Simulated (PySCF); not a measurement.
# The bond of LiI−, level by level

Aim: find the lowest electronic state of LiI−, scan its bond at several levels of theory, and get bond length, wavenumber and dissociation energy from each curve.

Method: Li def2-SVPD, I def2-SVPD with ECP28, scalar-relativistic core potentials; program: PySCF 2.14.0.

2 further runs of the same task are left out: 1 that didn't finish, 1 set aside as unsound or not needed.

**1. Set-up**

A driver script around PySCF takes these settings:

```yaml
atoms: Li, I
charge: -1
basis: Li def2-SVPD, I def2-SVPD with ECP28
Hamiltonian: scalar-relativistic core potentials
basis_functions: 47
electrons_treated: 29
masses_in_u: 7.0160, 126.9045
levels: PBE0, PBE, r²SCAN, revPBE, M06-2X, PW91, HF, MP2, SCS-MP2, CCSD, CCSD(T)
grid: 80 radial by 434 angular points
occupations: held fixed by the projection of orbital angular momentum
dissociation_limit: Li + I−, each in its ground configuration
starting_distance_in_angstrom: 2.695
values_of_2S_to_try: 1, 3
```

Started as:

```
> OMP_NUM_THREADS=1 python dia.py task.json out
```

Further steps of the session: First curve: PBE0; PBE; r²SCAN; revPBE (GGA); M06-2X (hybrid meta-GGA); PW91 (GGA); UHF (mean field); Adding correlation.

What does the calculation give? Wanted: for each run, Re; ωe; De; μ.

As calculated:

Lowest PBE0 solution found, without spin–orbit coupling: ²Σ⁺ (doublet), unpaired electrons σ ↑.

| level | Re (Å) | ωe (cm⁻¹) | De (eV) | μ (D) |
| --- | --- | --- | --- | --- |
| UHF | 2.619 | 337 | 1.16 | 8.55 |
| UHF-MP2 | 2.613 | 335 | 1.21 | n/a |
| UHF-SCS-MP2 | 2.618 | 333 | 1.20 | n/a |
| UHF-CCSD | 2.612 | 336 | 1.22 | n/a |
| UHF-CCSD(T) | 2.614 | 334 | 1.23 | n/a |
| PBE | 2.571 | 344 | 1.26 | 8.05 |
| revPBE | 2.596 | 334 | 1.20 | 8.16 |
| PW91 | 2.570 | 344 | 1.27 | 7.95 |
| r²SCAN | 2.582 | 344 | 1.28 | 8.18 |
| PBE0 | 2.564 | 351 | 1.27 | 8.25 |
| M06-2X | 2.558 | 355 | 1.25 | 7.85 |

De is counted to Li + I− in their ground configurations. A positive dipole points from Li to I; in an ion it is taken about the centre of mass and does not tell which atom is negative.

Differences from CCSD(T) in the same basis:

```
      level  Re (mÅ)  ωe (%)
        UHF       +5    +0.7
    UHF-MP2       -1    +0.2
UHF-SCS-MP2       +4    -0.4
   UHF-CCSD       -2    +0.4
        PBE      -43    +2.8
     revPBE      -18    -0.1
       PW91      -44    +3.0
     r²SCAN      -31    +2.8
       PBE0      -49    +4.9
     M06-2X      -55    +6.2
```

Against CCSD(T) in the same basis, the bond length is nearest at UHF-MP2 (-1 mÅ) and farthest at M06-2X (-55 mÅ); the wavenumber is nearest at revPBE (-0.1 %) and farthest at M06-2X (+6.2 %). CCSD(T) in a basis this small is itself some way from its limit, more so than the functionals. Among the levels with a De in the table, it runs from 1.16 eV (UHF) to 1.28 eV (r²SCAN).

Correlated steps freeze 4 core orbitals. Spin–orbit coupling is left out. At some levels the lowest empty orbital lies below the highest filled one (the two can be of opposite spin). With some functionals the highest level of the anion is positive, from self-interaction error or because the anion is truly unbound there; the finite basis then holds the extra electron, and no neutral molecule was run to test the binding. With spin–orbit coupling the term label itself may not hold.
